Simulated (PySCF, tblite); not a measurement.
# C6H9BCl2O: geometry, infrared bands and NMR shifts

Wanted: the infrared bands and NMR shifts of C6H9BCl2O (`C=C(CB(Cl)Cl)C(=O)CC`), by calculation.

Programs: tblite 0.8.0 and PySCF 2.14.0, with density-fitted response routines of our own. Each step states its level of theory. These are calculated values for one molecule in the gas phase, unless marked as measured. Atoms are numbered from 0 throughout.

## 1. Starting geometry

19 atoms, charge 0, multiplicity 1; geometry from: force field or distance geometry start.

Bonds of the start (Å): C0–C1 1.34, C1–C2 1.53, C2–B3 1.58, B3–Cl4 1.86, B3–Cl5 1.85, C1–C6 1.49, C6–O7 1.25, C6–C8 1.51, C8–C9 1.53, C0–H10 1.09, C0–H11 1.07, C2–H12 1.10, C2–H13 1.11, C8–H14 1.10, C8–H15 1.12, C9–H16 1.12, C9–H17 1.11, C9–H18 1.11.

## 2. Relaxing the molecule with GFN2-xTB

What the job is given:

```
{"job": {"kind": "relax", "xc": "GFN2-xTB", "basis": "xTB"}, "charge": 0, "multiplicity": 1}
C      1.265000    -0.528800    -2.021800
C      0.630900    -0.214600    -0.882000
C      1.450000     0.416300     0.241100
B      2.009100    -0.677000     1.230200
Cl     1.632100    -0.581800     3.048600
Cl     3.203500    -1.953000     0.636100
C     -0.808400    -0.550600    -0.698300
O     -1.433300    -1.111500    -1.627700
C     -1.569600    -0.208900     0.554800
C     -2.190600     1.186000     0.448100
H      0.729800    -1.000000    -2.844000
H      2.305200    -0.315200    -2.159100
H      2.295700     0.991000    -0.166300
H      0.830200     1.150900     0.796100
H     -0.931400    -0.256900     1.453900
H     -2.395500    -0.943000     0.711700
H     -1.394600     1.956000     0.301200
H     -2.895700     1.223600    -0.411500
H     -2.742200     1.426600     1.381700
```

Command:

```console
OMP_NUM_THREADS=1 python probes_run.py task.json out
```

This one command runs all jobs of the session in turn.

**Question.** This job is followed by: GFN2-xTB harmonic vibrations, gas phase; GIAO PBE0/pcSseg-1 NMR shielding, non-relativistic, gas phase. What will the session give for the following? strongest single infrared mode (GFN2-xTB); zero-point energy (GFN2-xTB); 13C shifts against TMS (PBE0/pcSseg-1); 1H shifts against TMS (PBE0/pcSseg-1, means over atoms taken as alike); 11B shifts against BF3·OEt2 (PBE0/pcSseg-1); 35Cl shifts against HCl (PBE0/pcSseg-1, means over atoms taken as alike); 17O shifts against H2O (PBE0/pcSseg-1).

**Answer**, as computed:

```
                                                                quantity                                      value
                               strongest single infrared mode (GFN2-xTB)                      1736 cm⁻¹, 171 km/mol
                                            zero-point energy (GFN2-xTB)                              87.6 kcal/mol
                                  13C shifts against TMS (PBE0/pcSseg-1)  206.0, 150.0, 136.0, 40.2, 38.6, 13.3 ppm
  1H shifts against TMS (PBE0/pcSseg-1, means over atoms taken as alike)           6.68, 5.62, 2.72, 2.21, 1.10 ppm
                             11B shifts against BF3·OEt2 (PBE0/pcSseg-1)                                   63.1 ppm
35Cl shifts against HCl (PBE0/pcSseg-1, means over atoms taken as alike)                                    294 ppm
                                  17O shifts against H2O (PBE0/pcSseg-1)                                  650.0 ppm
```

What this shows: Relaxing lowered the energy by 0.519 eV in 150 steps; the close pair that moved most is B3–Cl4, from 1.860 to 1.720 Å. All 51 modes are real, so the xTB geometry is a minimum. The strongest single mode, at 1736 cm⁻¹, moves mainly C6 and O7. Unscaled tight-binding wavenumbers are off by several per cent, some by more. Its intensities can rank the bands wrongly. C6 (ketone carbonyl carbon) lies farthest downfield among carbon, at 206.0 ppm; the double bond to the heteroatom, with no lone-pair donor beside it, deshields it most. At PBE0/pcSseg-1: The largest span, 1241 ppm, is at O7, where the paramagnetic term is -714 ppm.
